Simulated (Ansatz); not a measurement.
# CH6AlF2NO: the cost of one run

All numbers below are computed with Ansatz 0.2.0 (RKS PBE/cc-pVDZ).

## (1) The structure to begin with

Bond lengths: Al1–N2 2.237 Å, N2–C3 1.452 Å, Al1–F4 1.644 Å, Al1–F5 1.638 Å, Al1–O7 2.179 Å, N2–H8 1.011 Å, C3–H9 1.096 Å, C3–H10 1.089 Å, C3–H11 1.096 Å, O7–H12 0.954 Å. Angles (14 of 16 angles, heavy atoms first): Al1–N2–C3 123.8°, N2–Al1–F4 111.2°, N2–Al1–F5 116.0°, N2–Al1–O7 70.6°, F4–Al1–F5 123.7°, F4–Al1–O7 110.4°, F5–Al1–O7 112.8°, Al1–N2–H8 120.1°, C3–N2–H8 112.1°, N2–C3–H9 111.8°, N2–C3–H10 108.9°, N2–C3–H11 110.8°, Al1–O7–H12 119.4°, H9–C3–H10 108.2°.

Coordinates:

```xyz
12

Al   -0.2374    1.2594    1.1520
N     0.3262   -0.7119    0.2582
C    -0.5193   -1.4544   -0.6588
F    -1.7419    1.7196    0.6766
F     0.3866    1.5812    2.6322
H     0.9328    0.3304   -0.3298
O     1.1974    1.5771   -0.4566
H     0.9952   -1.3080    0.7262
H    -1.0831   -2.2411   -0.1451
H    -1.2322   -0.7692   -1.1158
H     0.0796   -1.9181   -1.4509
H     0.8961    1.9350   -1.2882
```

## (2) Pulling towards end A

Springs on the bonds that form and break draw the guess towards this end; the thresholds are loose.

input.yaml

```yaml
crystal:
  periodic: [false, false, false]
  atoms:
    - { symbol: Al, position_ang: [-0.2374, 1.2594, 1.152] }
    - { symbol: "N", position_ang: [0.3262, -0.7119, 0.2582] }
    - { symbol: C, position_ang: [-0.5193, -1.4544, -0.6588] }
    - { symbol: F, position_ang: [-1.7419, 1.7196, 0.6766] }
    - { symbol: F, position_ang: [0.3866, 1.5812, 2.6322] }
    - { symbol: H, position_ang: [0.9328, 0.3304, -0.3298] }
    - { symbol: O, position_ang: [1.1974, 1.5771, -0.4566] }
    - { symbol: H, position_ang: [0.9952, -1.308, 0.7262] }
    - { symbol: H, position_ang: [-1.0831, -2.2411, -0.1451] }
    - { symbol: H, position_ang: [-1.2322, -0.7692, -1.1158] }
    - { symbol: H, position_ang: [0.0796, -1.9181, -1.4509] }
    - { symbol: H, position_ang: [0.8961, 1.935, -1.2882] }
basis:
  gaussian: { orbitals: cc-pVDZ }
hamiltonian:
  xc: pbe
relax:
  f_tol: 0.15
  max_steps: 25
  restrain:
    - { distance: [0, 6], at: 3.17, k: 30.0 }
    - { distance: [5, 1], at: 2.32, k: 30.0 }
    - { distance: [0, 1], at: 1.92, k: 30.0 }
    - { distance: [5, 6], at: 0.97, k: 30.0 }
output:
  orbitals: {}
```

Launch:

```
> ansatz run input.yaml --threads 2 --pin off --max-ram 3072MiB --backend cpu --events-out ev --progress --plain --runs-dir out
```

**Question.** How long does this run take on 2 threads of Intel Xeon Platinum 8488C (Sapphire Rapids), shared host, and how much memory does it need?

About 38 s, with a peak of 0.2 GiB.
